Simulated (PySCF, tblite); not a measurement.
**C₅H₁₂BFSi₂: geometry, infrared bands and NMR shifts**

What infrared bands and NMR shifts should C₅H₁₂BFSi₂ (`CB[SiH2]C1=CC[SiH2][C@H]1F`) show?

Programs: tblite 0.8.0 and PySCF 2.14.0, with density-fitted response routines of our own. Each step states its level of theory. These are calculated values for one molecule in the gas phase, unless marked as measured. Atoms are numbered from 0 throughout.

### Step 1. The starting structure

21 atoms, charge 0, multiplicity 1; geometry from: force field or distance geometry start.

Bonds of the start (Å): C0–B1 1.60, B1–Si2 1.93, Si2–C3 1.85, C3–C4 1.34, C4–C5 1.49, C5–Si6 1.85, Si6–C7 1.85, C7–F8 1.39, C7–C3 1.50, C0–H9 1.12, C0–H10 1.11, C0–H11 1.10, B1–H12 1.17, Si2–H13 1.47, Si2–H14 1.48, C4–H15 1.09, C5–H16 1.12, C5–H17 1.10, Si6–H18 1.48, Si6–H19 1.46, C7–H20 1.10.

### Step 2. Geometry optimisation with GFN2-xTB

What the job is given:

```
{"job": {"kind": "relax", "xc": "GFN2-xTB", "basis": "xTB"}, "charge": 0, "multiplicity": 1}
C      2.970400     0.161100     0.718200
B      2.523500     0.625200    -0.746500
Si     1.054200    -0.262600    -1.621500
C     -0.462000    -0.114300    -0.569800
C     -1.008900     1.068000    -0.271200
C     -2.217200     1.098400     0.604000
Si    -2.500300    -0.675600     1.030600
C     -1.088500    -1.337700     0.035000
F     -1.569700    -2.171800    -0.967400
H      2.103600     0.288100     1.420900
H      3.264700    -0.904100     0.696400
H      3.809900     0.781100     1.067800
H      3.084500     1.512500    -1.262700
H      1.382400    -1.679100    -1.818000
H      0.790300     0.378300    -2.927700
H     -0.596300     1.994000    -0.661000
H     -2.002700     1.693200     1.525700
H     -3.084600     1.508100     0.058500
H     -2.291100    -0.917900     2.475000
H     -3.793100    -1.147100     0.532500
H     -0.378000    -1.880800     0.680700
```

On the command line:

```sh
> OMP_NUM_THREADS=1 python probes_run.py task.json out
```

One launch serves the whole session: the jobs run in the order shown.

**Question.** This job is followed by: GFN2-xTB harmonic vibrations, gas phase; GIAO PBE0/pcSseg-1 NMR shielding, non-relativistic, gas phase. Predict these results of the whole session: strongest single infrared mode (GFN2-xTB); zero-point energy (GFN2-xTB); ¹³C shifts against TMS (PBE0/pcSseg-1); ¹H shifts against TMS (PBE0/pcSseg-1, means over atoms taken as alike); ¹¹B shifts against BF3·OEt2 (PBE0/pcSseg-1); ²⁹Si shifts against TMS (PBE0/pcSseg-1); ¹⁹F shifts against CFCl3 (PBE0/pcSseg-1).

As calculated:

| quantity | value |
| --- | --- |
| strongest single infrared mode (GFN2-xTB) | 2130 cm⁻¹, 392 km/mol |
| zero-point energy (GFN2-xTB) | 93.4 kcal/mol |
| ¹³C shifts against TMS (PBE0/pcSseg-1) | 151.7, 151.4, 100.6, 22.5, 20.2 ppm |
| ¹H shifts against TMS (PBE0/pcSseg-1, means over atoms taken as alike) | 10.41, 6.57, 5.58, 4.61, 4.41, 4.40, 4.33, 2.03, 1.90, 1.70 ppm |
| ¹¹B shifts against BF3·OEt2 (PBE0/pcSseg-1) | 116.0 ppm |
| ²⁹Si shifts against TMS (PBE0/pcSseg-1) | -31.9, -80.8 ppm |
| ¹⁹F shifts against CFCl3 (PBE0/pcSseg-1) | -237.4 ppm |

**Reading.** Over 224 steps the energy fell by 0.439 eV; of the close pairs, Si6–C7 changed most, 1.850 to 1.925 Å. All 57 modes are real, so the xTB geometry is a minimum. The strongest single mode, at 2130 cm⁻¹, moves mainly H14. Unscaled tight-binding wavenumbers are off by several per cent, some by more. Its intensities can rank the bands wrongly. At PBE0/pcSseg-1: The widest tensor belongs to B1: span 267 ppm, with a paramagnetic part of -212 ppm.
